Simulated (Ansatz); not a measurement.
This script makes a test of scalar relativity of BrGeH, SMILES [GeH][Br] with Ansatz 0.2.0 through its Python package.

Input file `brgeh.xyz`:
```text
3

Ge    0.32080   -0.77070    0.08350
Br    0.78540    1.48020    0.59330
H    -1.11720   -0.77440   -0.69010
```

`x2c_brgeh.py`
```python
"""BrGeH with and without the spin-free two-component Hamiltonian."""

import ansatz as az
import numpy as np


def main() -> None:
    molecule = az.Crystal.molecule_from_extxyz("brgeh.xyz")

    base = molecule.calculation().functional("B3LYP").forces()
    # a set contracted for a scalar-relativistic Hamiltonian goes with the relativistic run
    sets = {"none": "cc-pVTZ", "scalar": "cc-pVTZ-DK"}
    found = {kind: base.basis(gaussian=basis).pseudopotentials(relativity=kind).run().report for kind, basis in sets.items()}
    for kind, each in found.items():
        dipole = 4.803205 * np.linalg.norm(each["charge_distribution"]["dipole_moment_e_ang"])
        print(f"{kind:7s} E = {each['free_energy_ev']:.4f} eV  dipole {dipole:.3f} D  largest force component {np.abs(each['forces_ev_ang']).max():.4f} eV/A")
    print(f"relativity lowers the total energy by {found['none']['free_energy_ev'] - found['scalar']['free_energy_ev']:.3f} eV")


if __name__ == "__main__":
    main()
```

What does scalar relativity change in the total energy and in the dipole?

The total moves by -1465.9 eV, nearly all in the cores, and the dipole from 1.55 to 1.64 D.

The output:

```console
$ python x2c_brgeh.py
none    E = -126585.5733 eV  dipole 1.545 D  largest force component 0.7232 eV/A
scalar  E = -128051.4508 eV  dipole 1.642 D  largest force component 0.6745 eV/A
relativity lowers the total energy by 1465.878 eV
```

Total energies depend on the basis set; only differences at equal settings carry meaning. The geometry is a force-field or estimated start, not a minimum of this method. The basis set changes with the Hamiltonian (a set recontracted for scalar relativity), and most of the change in the total lies in the cores. b3lyp holds the VWN-RPA fit, as in Gaussian; the form of ORCA and Turbomole is b3lyp5. It ran for 8.5 s on 1 thread of Arm Neoverse V1, with other jobs on the host, peak memory 0.28 GiB.
